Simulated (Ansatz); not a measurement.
## ScB2, space group Fd-3m: cell relaxations under several functionals, step by step

Program: the Ansatz DFT code, driven from Python.

The script reads `scb2.extxyz`:
```text
6
Lattice="0.0 3.062986 3.062986 3.062986 0.0 3.062986 3.062986 3.062986 0.0" Properties=species:S:1:pos:R:3 pbc="T T T"
Sc    1.53149300    1.53149300    1.53149300
Sc    0.00000000    0.00000000    0.00000000
B     3.82873250    3.82873250    3.82873250
B     3.82873250    2.29723950    2.29723950
B     2.29723950    3.82873250    2.29723950
B     2.29723950    2.29723950    3.82873250
```

Typed at the interpreter:
```pycon
>>> import warnings
>>> import ansatz
>>> import numpy as np
>>> def edges_and_angles(cell):
...     cell = np.asarray(cell)
...     a, b, c = np.linalg.norm(cell, axis=1)
...     cosines = cell[1] @ cell[2] / (b * c), cell[0] @ cell[2] / (a * c), cell[0] @ cell[1] / (a * b)
...     return (a, b, c, *np.degrees(np.arccos(cosines)))
...
>>> warnings.simplefilter('ignore', ansatz.DeckWarning)
>>> cell = ansatz.Crystal.from_extxyz('scb2.extxyz')
>>> base = cell.calculation().kpoints(6, 6, 6, center='gamma').occupations('fermi_dirac').relax(cell=True)
>>> levels = [('pbesol', 'none'), ('blyp', 'd3bj'), ('lda', 'none')]
>>> print('level            a       b       c    alpha   beta  gamma  V/atom  steps')
level            a       b       c    alpha   beta  gamma  V/atom  steps
>>> for name, dispersion in levels:
...     seen = []
...     run = base.functional(name, dispersion=dispersion).session().plan()
...     res = run.execute(on_event=lambda e: seen.append(e) if e['event'] == 'relax_step' else None)
...     cell = res.lattice.cell_ang
...     label = name if dispersion == 'none' else f'{name}+{dispersion}'
...     print('{:13s} {:7.4f} {:7.4f} {:7.4f} {:6.2f} {:6.2f} {:6.2f}'.format(label, *edges_and_angles(cell)), f'{abs(np.linalg.det(cell)) / len(res.lattice.sites):7.3f} {len(seen):5d}')
...
pbesol         4.2909  4.2909  4.2909  60.00  60.00  60.00   9.311     4
blyp+d3bj      4.2616  4.2616  4.2616  60.00  60.00  60.00   9.121     7
lda            4.2521  4.2521  4.2521  60.00  60.00  60.00   9.061     4
```

From smallest to largest: LDA (9.06 Å³ an atom, -5.4 % against the start), BLYP+D3BJ (9.12 Å³ an atom, -4.8 % against the start) and PBEsol (9.31 Å³ an atom, -2.8 % against the start). The spread is 2.8 % in volume.

Notes:
- Forces vanish by symmetry, so the ions can't move, and the end may be a saddle.
- BLYP and dispersion corrections can be off by several per cent in the lattices of metals, and by several GPa in the pressure at a fixed cell.
- For a metal this k-point mesh is coarse: on a finer one energies can move by several to tens of meV an atom and pressures by half a GPa or more, differences at one mesh by less.
- Edges and angles are those of the cell as typed, here a primitive one, not of the conventional cell.
- The structure comes from a database of computed cells and needn't be a stable or known phase.
- Wall time of the script: 18 s on 1 thread of Arm Neoverse V2 (shared host), peak memory 0.42 GiB.
